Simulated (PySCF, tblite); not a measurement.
**C5H9FSSi: geometry, infrared bands and NMR shifts**

Aim: predict the infrared bands and NMR shifts of C5H9FSSi (`CS[SiH2]C1=CC[C@@H]1F`).

The runs use tblite 0.8.0 and PySCF 2.14.0, with density-fitted response routines of our own; the level of theory stands in each step. All values are computed, except where a source is named. Atoms are numbered from 0 throughout.

## (1) Starting geometry

17 atoms, charge 0, multiplicity 1; geometry from: force field or distance geometry start.

Bonds of the start (Å): C0–S1 1.81, S1–Si2 2.14, Si2–C3 1.89, C3–C4 1.33, C4–C5 1.51, C5–C6 1.55, C6–F7 1.37, C6–C3 1.52, C0–H8 1.09, C0–H9 1.11, C0–H10 1.09, Si2–H11 1.48, Si2–H12 1.48, C4–H13 1.10, C5–H14 1.09, C5–H15 1.11, C6–H16 1.10.

## (2) Relaxing the molecule with GFN2-xTB

Job settings and geometry (Å):

```
{"job": {"kind": "relax", "xc": "GFN2-xTB", "basis": "xTB"}, "charge": 0, "multiplicity": 1}
C      2.613300     0.144300     0.859500
S      2.578200    -0.245400    -0.910900
Si     0.743600    -1.314400    -1.138700
C     -0.655000    -0.170200    -0.600800
C     -1.245000     0.929200    -1.074400
C     -2.174500     1.077700     0.100800
C     -1.534800    -0.224300     0.638600
F     -0.935100    -0.121000     1.860600
H      3.546200     0.655100     1.101100
H      1.772100     0.810600     1.125300
H      2.542300    -0.763700     1.463900
H      0.766200    -2.531400    -0.295100
H      0.566200    -1.688300    -2.556300
H     -1.091800     1.537300    -1.974600
H     -3.245100     1.015800    -0.106100
H     -2.002100     1.957400     0.748700
H     -2.251800    -1.056500     0.647700
```

The run is started by

```
$ OMP_NUM_THREADS=1 python probes_run.py task.json out
```

The driver reads the jobs from task.json and runs them one after another.

**Question.** This job is followed by: GFN2-xTB harmonic vibrations, gas phase; GIAO PBE0/pcSseg-1 NMR shielding, non-relativistic, gas phase. Predict these results of the whole session: strongest single infrared mode (GFN2-xTB); zero-point energy (GFN2-xTB); 13C shifts against TMS (PBE0/pcSseg-1); 1H shifts against TMS (PBE0/pcSseg-1, means over atoms taken as alike); 33S shifts against CS2 (PBE0/pcSseg-1); 29Si shifts against TMS (PBE0/pcSseg-1); 19F shifts against CFCl3 (PBE0/pcSseg-1).

The runs gave:

| quantity | value |
| --- | --- |
| strongest single infrared mode (GFN2-xTB) | 696 cm⁻¹, 404 km/mol |
| zero-point energy (GFN2-xTB) | 77.0 kcal/mol |
| 13C shifts against TMS (PBE0/pcSseg-1) | 167.2, 159.3, 91.8, 44.6, 14.5 ppm |
| 1H shifts against TMS (PBE0/pcSseg-1, means over atoms taken as alike) | 7.39, 5.42, 4.83, 4.83, 3.12, 2.99, 2.05 ppm |
| 33S shifts against CS2 (PBE0/pcSseg-1) | -182 ppm |
| 29Si shifts against TMS (PBE0/pcSseg-1) | -46.5 ppm |
| 19F shifts against CFCl3 (PBE0/pcSseg-1) | -196.3 ppm |

Over 61 steps the energy fell by 0.100 eV; of the close pairs, Si2–H12 changed most, 1.477 to 1.453 Å. The lowest mode is slightly imaginary (4i cm⁻¹), a soft motion within the noise of the Hessian, so the minimum is not strictly shown. The strongest single mode, at 696 cm⁻¹, moves mainly H11 and H12. Unscaled tight-binding wavenumbers are off by several per cent, some by more. Its intensities can rank the bands wrongly. H13 (hydrogen on an alkene CH) lies farthest downfield among hydrogen, at 7.39 ppm; olefinic region. At PBE0/pcSseg-1: Shielding is most anisotropic at C4 (span 272 ppm, paramagnetic term -235 ppm).
